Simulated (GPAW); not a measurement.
# InSb3 (Pm-3m) in GPAW: notebook

The runs below take InSb3 through band structure, equation of state, with r2SCAN, PBE.

All numbers are computed with GPAW 26.7.0; they aren't measurements. Logs are shortened: lines on timing, memory, paths and dates and some standing lists are left out, and cuts for length are marked. The log counts tension as positive stress, the text compression.

## 1. The crystal as given

The structure is cubic, space group Pm-3m (No. 221). The conventional cell has a = 4.806 Å, b = 4.806 Å, c = 4.806 Å, α = 90.00°, β = 90.00°, γ = 90.00°. Sb (site symmetry 4/mmm) is surrounded by 8 Sb at 3.40 Å and 4 In at 3.40 Å. In (site symmetry m-3m) has 12 Sb at 3.40 Å as nearest neighbours.

The cell comes from a database or a generator and needn't be the stable form of this composition.

## 2. Band structure, r2SCAN

Contents of run.py:

```python
from ase import Atoms
from ase.dft.bandgap import bandgap
from ase.io import write
from ase.units import GPa
from gpaw import GPAW, PW

atoms = Atoms(['Sb', 'Sb', 'Sb', 'In'],
              cell=[[4.806367, 0.0, 0.0],
                    [0.0, 4.806367, 0.0],
                    [0.0, 0.0, 4.806367]],
              scaled_positions=[[0.5, 0.5, 0.0],
                                [0.0, 0.5, 0.5],
                                [0.5, 0.0, 0.5],
                                [0.0, 0.0, 0.0]],
              pbc=True)

calc = GPAW(mode=PW(600),
            xc='MGGA_X_R2SCAN+MGGA_C_R2SCAN',
            kpts={'size': (6, 6, 6), 'gamma': True},
            occupations={'name': 'fermi-dirac', 'width': 0.05},
            nbands=45,
            convergence={'density': 1e-05, 'energy': 1e-05},
            maxiter=150,
            txt='gpaw.txt')
atoms.calc = calc
energy = atoms.get_potential_energy()
forces = atoms.get_forces()
stress = atoms.get_stress()
calc.write('gs.gpw')
write('result.traj', atoms)
print(f'Energy: {energy:.6f} eV')
print('Forces (eV/A):')
print(forces.round(4))
print('Stress (GPa):', (stress / GPa).round(3))
print('Fermi level:', round(calc.get_fermi_level(), 4), 'eV')
print(f'Gap: {bandgap(calc)[0]:.4f} eV, direct: {bandgap(calc, direct=True)[0]:.4f} eV')

path = atoms.cell.bandpath('GXMGRX,MR', npoints=100, eps=1e-4)
bs_calc = calc.fixed_density(kpts=path, symmetry='off', nbands=69,
                             convergence={'bands': 'CBM+6.0', 'eigenstates': 1e-6}, txt='bands.txt')
bs = bs_calc.band_structure()
bs.write('bs.json')
print(f'Gap on the path: {bandgap(bs_calc)[0]:.4f} eV')
```

Potentials or basis: GPAW PAW data sets (gpaw-data 1.2.1), pw.

Command:

```sh
$ OMP_NUM_THREADS=1 python run.py
```

gpaw.txt:

```text
__  _  _
 | _ |_)|_||  |
 |__||  | ||/\| - 26.7.0

Input parameters:
  mode=PW(ecut=600.0),
  convergence={'density': 1e-05, 'energy': 1e-05},
  kpts=MonkhorstPack(size=(6, 6, 6), gamma=True),
  maxiter=150,
  nbands=45,
  occupations=Occupations(name='fermi-dirac', width=0.05),
  xc=XC(name='MGGA_X_R2SCAN+MGGA_C_R2SCAN')

Diagonalizing LCAO Hamiltonian
Converting LCAO to pw mode
    .-----------.
   /|           |
  / |           |
 *  |           |
 |  |           |
 |Sb|           |
 |  .--Sb-------.
 | /           /
 |/     Sb    /
 In----------*

Atoms  # Å, Bohr magnetons
|   | symbol |        x |        y |        z |    initial magnetic moments |
|---|--------|----------|----------|----------|-----------------------------|
| 0 |     Sb | 2.403183 | 2.403183 | 0.000000 | ( 0.0000,  0.0000,  0.0000) |
| 1 |     Sb | 0.000000 | 2.403183 | 2.403183 | ( 0.0000,  0.0000,  0.0000) |
| 2 |     Sb | 2.403183 | 0.000000 | 2.403183 | ( 0.0000,  0.0000,  0.0000) |
| 3 |     In | 0.000000 | 0.000000 | 0.000000 | ( 0.0000,  0.0000,  0.0000) |

Unit cell  # Å
| periodic |        x |        y |        z |  lengths |    angles |
|----------|----------|----------|----------|----------|-----------|
|      yes | 4.806367 | 0.000000 | 0.000000 | 4.806367 | 90.000000 |
|      yes | 0.000000 | 4.806367 | 0.000000 | 4.806367 | 90.000000 |
|      yes | 0.000000 | 0.000000 | 4.806367 | 4.806367 | 90.000000 |

Number of symmetries: 48
Symmetry operations  # r_c * U_cc + t_c -> r_c
|    | kind |            matrix            |
|----|------|------------------------------|
|  0 |  E   |  1, 0, 0,  0, 1, 0,  0, 0, 1 |
|  1 |  σ   |  1, 0, 0,  0, 1, 0,  0, 0,-1 |
|  2 |  σ   |  1, 0, 0,  0, 0, 1,  0, 1, 0 |
|  3 |  C4  |  1, 0, 0,  0, 0, 1,  0,-1, 0 |
|  4 |  C4  |  1, 0, 0,  0, 0,-1,  0, 1, 0 |
|  5 |  σ   |  1, 0, 0,  0, 0,-1,  0,-1, 0 |
|  6 |  σ   |  1, 0, 0,  0,-1, 0,  0, 0, 1 |
|  7 |  C2  |  1, 0, 0,  0,-1, 0,  0, 0,-1 |
|  8 |  σ   |  0, 1, 0,  1, 0, 0,  0, 0, 1 |
|  9 |  C2  |  0, 1, 0,  1, 0, 0,  0, 0,-1 |
| 10 |  C3  |  0, 1, 0,  0, 0, 1,  1, 0, 0 |
| 11 |  S6  |  0, 1, 0,  0, 0, 1, -1, 0, 0 |
| 12 |  S6  |  0, 1, 0,  0, 0,-1,  1, 0, 0 |
| 13 |  C3  |  0, 1, 0,  0, 0,-1, -1, 0, 0 |
| 14 |  C4  |  0, 1, 0, -1, 0, 0,  0, 0, 1 |
| 15 |  S4  |  0, 1, 0, -1, 0, 0,  0, 0,-1 |
| 16 |  C3  |  0, 0, 1,  1, 0, 0,  0, 1, 0 |
| 17 |  S6  |  0, 0, 1,  1, 0, 0,  0,-1, 0 |
| 18 |  σ   |  0, 0, 1,  0, 1, 0,  1, 0, 0 |
| 19 |  C4  |  0, 0, 1,  0, 1, 0, -1, 0, 0 |
| 20 |  C2  |  0, 0, 1,  0,-1, 0,  1, 0, 0 |
| 21 |  S4  |  0, 0, 1,  0,-1, 0, -1, 0, 0 |
| 22 |  S6  |  0, 0, 1, -1, 0, 0,  0, 1, 0 |
| 23 |  C3  |  0, 0, 1, -1, 0, 0,  0,-1, 0 |
| 24 |  S6  |  0, 0,-1,  1, 0, 0,  0, 1, 0 |
| 25 |  C3  |  0, 0,-1,  1, 0, 0,  0,-1, 0 |
| 26 |  C4  |  0, 0,-1,  0, 1, 0,  1, 0, 0 |
| 27 |  σ   |  0, 0,-1,  0, 1, 0, -1, 0, 0 |
| 28 |  S4  |  0, 0,-1,  0,-1, 0,  1, 0, 0 |
| 29 |  C2  |  0, 0,-1,  0,-1, 0, -1, 0, 0 |
| 30 |  C3  |  0, 0,-1, -1, 0, 0,  0, 1, 0 |
| 31 |  S6  |  0, 0,-1, -1, 0, 0,  0,-1, 0 |
| 32 |  C4  |  0,-1, 0,  1, 0, 0,  0, 0, 1 |
| 33 |  S4  |  0,-1, 0,  1, 0, 0,  0, 0,-1 |
| 34 |  S6  |  0,-1, 0,  0, 0, 1,  1, 0, 0 |
| 35 |  C3  |  0,-1, 0,  0, 0, 1, -1, 0, 0 |
| 36 |  C3  |  0,-1, 0,  0, 0,-1,  1, 0, 0 |
| 37 |  S6  |  0,-1, 0,  0, 0,-1, -1, 0, 0 |
| 38 |  σ   |  0,-1, 0, -1, 0, 0,  0, 0, 1 |
| 39 |  C2  |  0,-1, 0, -1, 0, 0,  0, 0,-1 |
| 40 |  σ   | -1, 0, 0,  0, 1, 0,  0, 0, 1 |
| 41 |  C2  | -1, 0, 0,  0, 1, 0,  0, 0,-1 |
| 42 |  C2  | -1, 0, 0,  0, 0, 1,  0, 1, 0 |
| 43 |  S4  | -1, 0, 0,  0, 0, 1,  0,-1, 0 |
| 44 |  S4  | -1, 0, 0,  0, 0,-1,  0, 1, 0 |
| 45 |  C2  | -1, 0, 0,  0, 0,-1,  0,-1, 0 |
| 46 |  C2  | -1, 0, 0,  0,-1, 0,  0, 0, 1 |
| 47 |  i   | -1, 0, 0,  0,-1, 0,  0, 0,-1 |

BZ-sampling:
  Number of BZ points: 216
  Number of IBZ points: 20

  Monkhorst-Pack size: [6, 6, 6]
  Monkhorst-Pack shift: [0.08333333333333333, 0.08333333333333333, 0.08333333333333333]

K-points  # in reciprocal-cell coordinates
|     |                                coordinates |     weight |
|-----|--------------------------------------------|------------|
|   0 | (  0.00000000,   0.00000000,   0.00000000) | 0.00462963 |
|   1 | (  0.16666667,   0.00000000,   0.00000000) | 0.02777778 |
|   2 | (  0.16666667,   0.16666667,   0.00000000) | 0.05555556 |
|   3 | (  0.16666667,   0.16666667,   0.16666667) | 0.03703704 |
|   4 | (  0.33333333,   0.00000000,   0.00000000) | 0.02777778 |
|   5 | (  0.33333333,   0.16666667,   0.00000000) | 0.11111111 |
|   6 | (  0.33333333,   0.16666667,   0.16666667) | 0.11111111 |
|   7 | (  0.33333333,   0.33333333,   0.00000000) | 0.05555556 |
|   8 | (  0.33333333,   0.33333333,   0.16666667) | 0.11111111 |
|   9 | (  0.33333333,   0.33333333,   0.33333333) | 0.03703704 |
| ... |                                            |            |
|  19 | (  0.50000000,   0.50000000,   0.50000000) | 0.00462963 |

Plane wave coefficients: 3755
Cutoff: 600.0 eV

Spin-components: 1 (collinear spins)
Bands:           45
Projectors:      24
Spin-degeneracy: 2
Datatype:        complex128

Parallelization:
  kpt:    1
  domain: 1
  band:   1

Density:
  Valence electrons: 58.0
  Components: 1
  Grid points: [28 28 28]
  Charge: 0.0  # |e|

Potential:
  Grid points: [28 28 28]

species:
  Sb:
    name:    Antimony
    Z:       51.0
    valence: 15
    core:    36
    charge:  0.0  # [|e|]
    compensation charges:
      type: gauss
      rc: 0.36  # [Å]
      lmax: 2
    cutoffs:
      filter: 2.23  # [Å]
      core: 2.23  # [Å]
    projectors
    | kind |    occ | energy [eV] | rcut [Å] |
    |------|--------|-------------|----------|
    |   5s |  2.000 |     -12.815 |    1.154 |
    |   5p |  3.000 |      -4.830 |    1.233 |
    |   4d | 10.000 |     -33.514 |    1.196 |
    |    s |        |      14.396 |    1.154 |
    |    p |        |      22.381 |    1.233 |
    |    d |        |      -6.303 |    1.196 |

    Using partial waves for Sb as LCAO basis

  In:
    name:    Indium
    Z:       49.0
    valence: 13
    core:    36
    charge:  0.0  # [|e|]
    compensation charges:
      type: gauss
      rc: 0.36  # [Å]
      lmax: 2
    cutoffs:
      filter: 2.09  # [Å]
      core: 2.48  # [Å]
    projectors
    | kind |    occ | energy [eV] | rcut [Å] |
    |------|--------|-------------|----------|
    |   5s |  2.000 |      -8.203 |    1.185 |
    |   5p |  1.000 |      -2.521 |    1.244 |
    |   4d | 10.000 |     -18.629 |    1.148 |
    |    s |        |      19.008 |    1.185 |
    |    p |        |      24.691 |    1.244 |
    |    d |        |       8.583 |    1.148 |

    Using partial waves for In as LCAO basis

Reference energy: -688820.094404  # eV

eigensolver:
  PPCG
  Converge bands: occupied
  niter=2

density mixing:
  MSR1-Mixer
  Pratt-step length: 0.05
  Maximum mixing coefficient: 0.75
  Old densities: 10
  SVD Regularization: 0.005
  Good broyden scale: 1.0
  Trust region scale: 1.0
  Backstep threshold: 4.0
  History deletion threshold: 6.0
  Fourier metric: weight=20.0, sigma=0.015

occupation numbers:
  Fermi-Dirac:
    width: 0.0500  # eV

poisson solver:
  ecut: 4800.0  # eV

xc functional:
  name: MGGA_X_R2SCAN+MGGA_C_R2SCAN with 2 nearest neighbor stencil

convergence criteria:
- Maximum integral of absolute [dens]ity change: 1e-05 electrons / valence electron
- Maximum [total energy] change in last 3 cyles: 1e-05 eV / valence electron
- Maximum integral of absolute [eigenst]ate change: 4e-08 eV^2 / valence electron
maximum number of iterations: 150

SCF iterations
|iter     | |      energy | eigst |  dens |
|---------|-|-------------|-------|-------|
|iter:   1| |  -79.981887 | +0.62 |       |
|iter:   2| |  -73.774718 | -0.75 | -1.84 |
|iter:   3| |  -73.794800 | -2.14 | -1.81 |
|iter:   4| |  -73.817442 | -2.91 | -1.97 |
|iter:   5| |  -73.824823 | -2.82 | -2.12 |
|iter:   6| |  -73.825896 | -4.03 | -2.49 |
|iter:   7| |  -73.826543 | -4.40 | -2.68 |
|iter:   8| |  -73.826630 | -5.50 | -3.06 |
|iter:   9| |  -73.826659c| -6.09 | -3.11 |
|iter:  10| |  -73.826699c| -6.02 | -3.25 |
|iter:  11| |  -73.826745c| -5.66 | -3.46 |
|iter:  12| |  -73.826743c| -6.24 | -4.28 |
|iter:  13| |  -73.826745c| -6.98 | -4.82 |
|iter:  14| |  -73.826744c| -7.44c| -5.45c|

Converged in 14 steps
Energy contributions relative to reference atoms: (reference = -688820.094404)

Energy contributions:
  Kinetic:          22.275610
  Coulomb:         -21.959410
  Zero:              0.205822
  External:          0.000000
  Xc:              -74.340560
  Entropy:          -0.016414
  Spinorbit:         0.000000
  ----------------------------
  Free energy:     -73.834951
  Extrapolated:    -73.826744

dipole moment: (-33.460007, -33.460007, -33.460007)  # |e|*Ang

Fermi level: 7.358
Eigenvalues  # (at kpt = [0.000, 0.000, 0.000])
| band index |      eig [eV] | occ [0-2] |
|------------|---------------|-----------|
|          0 |       -22.759 |     2.000 |
|        ... |               |           |
|         19 |        -7.688 |     2.000 |
|         20 |        -5.370 |     2.000 |
|         21 |        -0.289 |     2.000 |
|         22 |        -0.289 |     2.000 |
|         23 |         2.789 |     2.000 |
|         24 |         2.789 |     2.000 |
|         25 |         2.789 |     2.000 |
|         26 |         3.830 |     2.000 |
|         27 |         7.768 |     0.001 |
|         28 |         7.768 |     0.001 |
|         29 |         7.768 |     0.001 |
|         30 |         9.225 |     0.000 |
|         31 |         9.225 |     0.000 |
|         32 |         9.225 |     0.000 |
|         33 |        12.648 |     0.000 |
|         34 |        12.648 |     0.000 |
|        ... |               |           |
|         44 |        18.984 |     0.000 |

No gap
No difference between direct/indirect transitions

Forces  # eV/Ang
|        x |        y |        z |
|----------|----------|----------|
|  0.00000 |  0.00000 | -0.00000 |  # Sb   0
| -0.00000 |  0.00000 |  0.00000 |  # Sb   1
|  0.00000 | -0.00000 |  0.00000 |  # Sb   2
| -0.00000 | -0.00000 | -0.00000 |  # In   3

Stress tensor  # eV/Ang^3
|        x |        y |        z |
|----------|----------|----------|
| 0.004476 | 0.000000 | 0.000000 |
| 0.000000 | 0.004476 | 0.000000 |
| 0.000000 | 0.000000 | 0.004476 |

# Writing to gs.gpw (mode='')
```

Wall time 17 min (1 thread of Arm Neoverse V2, shared host); peak memory 0.95 GiB.

Results:

| Item | Value |
| --- | --- |
| Free energy | -73.8350 eV |
| Pressure | -0.7 GPa |
| Band gap along the path | none (metal or under the smearing width) |

Levels at the corners of the path, in eV from the Fermi level:
| point | band 27 | band 28 | band 29 | band 30 | band 31 | band 32 |
| --- | --- | --- | --- | --- | --- | --- |
| Γ | -3.53 | 0.41 | 0.41 | 0.41 | 1.87 | 1.87 |
| X | -2.24 | -2.24 | -1.14 | -0.77 | 2.15 | 2.28 |
| M | -1.61 | -1.44 | -1.23 | -1.23 | -0.41 | 1.16 |
| Γ | -3.53 | 0.41 | 0.41 | 0.41 | 1.87 | 1.87 |
| R | -5.24 | -4.87 | 3.71 | 3.71 | 3.75 | 3.75 |
| X | -2.24 | -2.24 | -1.14 | -0.77 | 2.15 | 2.28 |
| M | -1.61 | -1.44 | -1.23 | -1.23 | -0.41 | 1.16 |
| R | -5.24 | -4.87 | 3.71 | 3.71 | 3.75 | 3.75 |

Caveat: the PAW data sets were made with another functional, which shifts forces and pressure a little; spin-orbit coupling is left out, which moves the levels of the heavy elements.

## 3. Band structure, PBE

Changes to run.py since step 2:

```diff
@@ -17,3 +17,3 @@
 calc = GPAW(mode=PW(600),
-            xc='MGGA_X_R2SCAN+MGGA_C_R2SCAN',
+            xc='PBE',
             kpts={'size': (6, 6, 6), 'gamma': True},
```

Potentials or basis: GPAW PAW data sets (gpaw-data 1.2.1), pw.

Command:

```sh
$ OMP_NUM_THREADS=1 python run.py
```

Run time: 6.1 min. Hardware: 1 thread of Arm Neoverse V2, shared host; peak memory 0.78 GiB.

It converged, with:

| Quantity | Value |
| --- | --- |
| Free energy | -15.2648 eV |
| Pressure | -0.1 GPa |
| Band gap along the path | none (metal or under the smearing width) |

Levels at the corners of the path, in eV from the Fermi level:
```
point  band 25  band 26  band 27  band 28  band 29  band 30  band 31  band 32  band 33  band 34
    Γ    -4.29    -4.29    -3.57     0.42     0.42     0.42     1.72     1.72     1.72     4.74
    X    -2.90    -2.90    -2.11    -2.11    -1.12    -0.84     1.98     2.15     2.15     2.41
    M    -2.46    -1.65    -1.65    -1.35    -1.12    -1.12    -0.46     1.02     3.25     3.44
    Γ    -4.29    -4.29    -3.57     0.42     0.42     0.42     1.72     1.72     1.72     4.74
    R    -4.98    -4.98    -4.98    -4.78     3.49     3.49     3.54     3.54     3.54     6.35
    X    -2.90    -2.90    -2.11    -2.11    -1.12    -0.84     1.98     2.15     2.15     2.41
    M    -2.46    -1.65    -1.65    -1.35    -1.12    -1.12    -0.46     1.02     3.25     3.44
    R    -4.98    -4.98    -4.98    -4.78     3.49     3.49     3.54     3.54     3.54     6.35
```

Caveat: spin-orbit coupling is left out, which moves the levels of the heavy elements.

## 4. Equation of state, PBE

Contents of run.py:

```python
from ase import Atoms
from ase.eos import EquationOfState
from ase.io import Trajectory
from ase.units import GPa
from gpaw import GPAW, PW

atoms = Atoms(['Sb', 'Sb', 'Sb', 'In'],
              cell=[[4.806367, 0.0, 0.0],
                    [0.0, 4.806367, 0.0],
                    [0.0, 0.0, 4.806367]],
              scaled_positions=[[0.5, 0.5, 0.0],
                                [0.0, 0.5, 0.5],
                                [0.5, 0.0, 0.5],
                                [0.0, 0.0, 0.0]],
              pbc=True)

traj = Trajectory('eos.traj', 'w')
volumes, energies = [], []
for x in [0.94, 0.96, 0.98, 1.0, 1.02, 1.04, 1.06]:
    a = atoms.copy()
    a.set_cell(atoms.cell * x**(1 / 3), scale_atoms=True)
    calc = GPAW(mode=PW(600),
                xc='PBE',
                kpts={'size': (6, 6, 6), 'gamma': True},
                occupations={'name': 'fermi-dirac', 'width': 0.05},
                nbands=45,
                convergence={'density': 1e-05, 'energy': 1e-05},
                maxiter=150,
                txt=f'eos-{x:.2f}.txt')
    a.calc = calc
    energies.append(a.get_potential_energy(force_consistent=True))
    volumes.append(a.get_volume())
    p = -a.get_stress()[:3].mean() / GPa
    calc.write(f'eos-{x:.2f}.gpw')
    traj.write(a)
    print(f'{x:.2f} {volumes[-1]:10.4f} A^3 {energies[-1]:14.6f} eV {p:9.3f} GPa', flush=True)

v0, e0, B = EquationOfState(volumes, energies, eos='birchmurnaghan').fit()
print(f'V0 = {v0:.4f} A^3, E0 = {e0:.6f} eV, B0 = {B / GPa:.2f} GPa')
```

Potentials or basis: GPAW PAW data sets (gpaw-data 1.2.1), pw.

Command:

```sh
$ OMP_NUM_THREADS=1 python run.py
```

The program printed:

```text
__  _  _
 | _ |_)|_||  |
 |__||  | ||/\| - 26.7.0

Input parameters:
  mode=PW(ecut=600.0),
  convergence={'density': 1e-05, 'energy': 1e-05},
  kpts=MonkhorstPack(size=(6, 6, 6), gamma=True),
  maxiter=150,
  nbands=45,
  occupations=Occupations(name='fermi-dirac', width=0.05),
  xc=XC(name='PBE')

Diagonalizing LCAO Hamiltonian
Converting LCAO to pw mode
    .-----------.
   /|           |
  / |           |
 *  |           |
 |  |           |
 | Sb           |
 |  .--Sb-------.
 | /     Sb    /
 |/           /
 In----------*

Atoms  # Å, Bohr magnetons
|   | symbol |        x |        y |        z |    initial magnetic moments |
|---|--------|----------|----------|----------|-----------------------------|
| 0 |     Sb | 2.354125 | 2.354125 | 0.000000 | ( 0.0000,  0.0000,  0.0000) |
[... 201 lines left out ...]
|iter:   3| |  -15.195470 | -2.24 | -1.85 |
|iter:   4| |  -15.189268 | -3.36 | -2.19 |
|iter:   5| |  -15.186460 | -4.55 | -2.33 |
|iter:   6| |  -15.185580 | -4.82 | -2.62 |
|iter:   7| |  -15.185576 | -5.88 | -3.73 |
|iter:   8| |  -15.185579c| -6.96 | -4.07 |
|iter:   9| |  -15.185579c| -7.70c| -4.71 |
|iter:  10| |  -15.185579c| -8.45c| -5.49c|

Converged in 10 steps
Energy contributions relative to reference atoms: (reference = -688820.094404)

Energy contributions:
  Kinetic:          18.189364
  Coulomb:         -17.327380
  Zero:              0.685830
  External:          0.000000
  Xc:              -16.722765
  Entropy:          -0.021258
  Spinorbit:         0.000000
  ----------------------------
  Free energy:     -15.196208
  Extrapolated:    -15.185579

dipole moment: (-32.935362, -32.935362, -32.935362)  # |e|*Ang

Fermi level: 8.160
Eigenvalues  # (at kpt = [0.000, 0.000, 0.000])
| band index |      eig [eV] | occ [0-2] |
|------------|---------------|-----------|
|          0 |       -21.160 |     2.000 |
|        ... |               |           |
|         19 |        -6.285 |     2.000 |
|         20 |        -4.426 |     2.000 |
|         21 |         0.789 |     2.000 |
|         22 |         0.789 |     2.000 |
|         23 |         3.592 |     2.000 |
|         24 |         3.592 |     2.000 |
[... 8 lines left out ...]
|         33 |        13.030 |     0.000 |
|         34 |        13.030 |     0.000 |
|        ... |               |           |
|         44 |        19.609 |     0.000 |

No gap
No difference between direct/indirect transitions

Stress tensor  # eV/Ang^3
|         x |         y |         z |
|-----------|-----------|-----------|
| -0.022068 | -0.000000 |  0.000000 |
| -0.000000 | -0.022068 |  0.000000 |
|  0.000000 |  0.000000 | -0.022068 |

# Writing to eos-0.94.gpw (mode='')
```

It took 6.4 min on 1 thread of Arm Neoverse V2, shared host; peak memory 0.46 GiB.

Results:

```
Equilibrium volume                      : 27.72 Å³/atom
Bulk modulus                            : 51 GPa
Pressure derivative of the bulk modulus : 5.0
```

Energy against volume, from the lowest point:
```tsv
volume (Å³/atom)	energy (meV/atom)
26.093	17.14
26.648	7.14
27.203	1.59
27.758	0.00
28.313	1.94
28.868	6.97
29.424	14.76
```

## 5. For comparison

An earlier run on the cell as given: functional PBEsol; potentials or basis PAW data sets generated in the run's folder for this functional; cutoff 600 eV; basis pw; k mesh 6 × 6 × 6; occupations fermi-dirac, width 0.05 eV; no spin polarisation.

- Pressure: -3.0 GPa
- Band gap on the k mesh: none (metal or under the smearing width)

## 6. Overview

```csv
task,level,potentials or basis,band path,band points,pressure (GPa)
band structure,r2SCAN,"GPAW PAW data sets (gpaw-data 1.2.1), pw","GXMGRX,MR",100,-0.7
band structure,PBE,"GPAW PAW data sets (gpaw-data 1.2.1), pw","GXMGRX,MR",100,-0.1
equation of state,PBE,"GPAW PAW data sets (gpaw-data 1.2.1), pw",-,-,-
single point,PBEsol,"PAW data sets generated in the run's folder for this functional, pw",-,-,-3.0
```

Alike in all rows: no spin polarisation; cell as given; k mesh 6 × 6 × 6; cutoff (eV) 600; smearing fermi-dirac 0.05 eV.

Caveats: spin-orbit coupling is left out, which moves the levels of the heavy elements (some runs); the PAW data sets were made with another functional, which shifts forces and pressure a little (some runs).

Total energies depend on the potentials used, so only differences within one code and one set of settings carry meaning.
